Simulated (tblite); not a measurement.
# C4H6F2SeSi: the cost of one run

The runs use tblite 0.8.0 and PySCF 2.14.0, with density-fitted response routines of our own; the level of theory stands in each step. All values are computed, except where a source is named. Atoms count from 0, in the outputs and in this text.

### 1 The molecule as given

14 atoms, charge 0, multiplicity 1; geometry from: force field or distance geometry start.

Bonds of the start (Å): C0–C1 1.19, C1–Si2 1.83, Si2–Se3 2.25, Se3–C4 1.93, Si2–C5 1.89, C5–F6 1.39, C5–F7 1.39, C0–H8 1.07, Si2–H9 1.48, C4–H10 1.12, C4–H11 1.12, C4–H12 1.12, C5–H13 1.11.

### 2 Geometry optimisation with GFN2-xTB

What the job is given:

```
{"job": {"kind": "relax", "xc": "GFN2-xTB", "basis": "xTB"}, "charge": 0, "multiplicity": 1}
C     -0.708700     2.594500     0.623800
C     -0.694000     1.407100     0.707500
Si    -0.660700    -0.411200     0.867100
Se     1.239200    -1.323400     0.073400
C      2.749200    -0.121700     0.095500
C     -2.097100    -1.142100    -0.110600
F     -3.260500    -0.407500     0.098000
F     -2.341200    -2.451300     0.293600
H     -0.743200     3.665400     0.559800
H     -0.862500    -0.813400     2.280400
H      3.662600    -0.776300     0.114200
H      2.780800     0.443200    -0.869300
H      2.771600     0.545800     0.989500
H     -1.836100    -1.209500    -1.185100
```

Started as:

```bash
$ OMP_NUM_THREADS=1 python probes_run.py task.json out
```

The driver reads the jobs from task.json and runs them one after another.

Q: Estimate the wall time and peak memory of this first job on 1 thread of Arm Neoverse N1, shared host.

About 1.4 s, with a peak of 0.18 GiB.
